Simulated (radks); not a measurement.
**The Coulomb parameter U of the 4d shell of Nb**

An exercise on one series of results from a longer session: the logs are not shown, and one member is left open.

Program: radks (a radial shooting solver on a logarithmic mesh, Libxc functionals) version 1. Level of theory: scalar-relativistic Kohn-Sham, LDA (Slater exchange, Perdew-Wang correlation), spin-unpolarised, spherical densities, finite nucleus. These are calculated values, not measurements, unless marked.

## The system

```
element            : niobium (Z = 41)
charge             : 0
electrons          : 41
configuration      : [Kr] 4d3.5 5s1.5
nuclear rms radius : 4.324 fm
```

The first run:

The run's settings:

```text
Z 41
configuration [Kr] 4d3.5 5s1.5
relativity scalar-relativistic
functional lda,pw
spin unpolarised
nucleus finite rms 4.324 fm
c 137.035999084
```

Steps of the session up to this table: Start: [Kr] 4d3.5 5s1.5.

One of the session's tables, all rows but one given; the rest of the session is left out.

It belongs to the step «Start: [Kr] 4d3.5 5s1.5». Radial moments (bohr):

```
level     <r>  outermost maximum (interpolated)  90 % within  nodes
   2p  0.1378                             0.106        0.225      0
   3s  0.4441                             0.396        0.657      2
   3p  0.4465                             0.390        0.676      1
   3d       ?                                 ?            ?      ?
   4s   1.156                              1.03         1.69      3
   4p   1.298                              1.12         1.93      2
   5s   3.605                              3.01         5.39      4
   4d   2.129                              1.49         3.54      1
```

**Question.** Estimate the row for 3d.

As computed: <r>: 0.4333; outermost maximum (interpolated): 0.334; 90 % within: 0.695; nodes: 0. In the column «<r>» it lies between 2p (0.1378) and 3s (0.4441).
